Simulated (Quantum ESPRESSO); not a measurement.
**VWC2 under changes of volume**

One of the cells (9.834 Å³/atom); the others are scaled copies at fixed shape and fractional positions:

```
W V C
1.0
     1.51704    0.87586    4.93389
    -1.51704    0.87586    4.93389
     0.00000   -1.75173    4.93389
W V C
1 1 2
Cartesian
  0.0000 0.0000 0.0000
  0.0000 0.0000 7.4008
  0.0000 0.0000 3.6485
  0.0000 0.0000 11.1532
```

The cell comes from a database or a generator and needn't be the stable form of this composition.

```yaml
Program: Quantum ESPRESSO 7.5
Functional: LDA
Potentials_or_basis: GBRV 1.5 LDA
Cutoff: 762 eV
Density_cutoff: 6095 eV
k_mesh: 8 × 8 × 8
Occupations: fermi-dirac, width 0.05 eV
Spin: collinear spin, ferromagnetic start
Starting_moments: "[0.0, 2.0, 0.0, 0.0] μB"
```

```tsv
volume (Å³/atom)	energy over the lowest point (meV/atom)	pressure (GPa)
9.244	1.68	5.5
9.440	0.00	-2.6
9.637	7.71	-9.9
9.834	23.84	-16.3
10.030	47.52	-22.2
10.227	?	?
10.424	114.43	-32.0
```

What does the run at 10.227 Å³/atom give?

Energy over the lowest point 77.96 meV/atom; pressure -27.4 GPa.

Worked out: A Birch-Murnaghan fit of order 3 (a polynomial in V^(-2/3)) to the other rows has its minimum at 9.38 Å³/atom with B0 = V·E''(V) = 380 GPa and B' = 4.4 at fixed shape and positions, which overstates the stiffness. It gives 77.94 meV/atom at 10.227 Å³/atom, against the run's 77.96, and -dE/dV = -27.3 GPa, against -27.4.

Energies are extrapolated to zero smearing.

Caveats: the cell as given lies far from equilibrium (some runs).
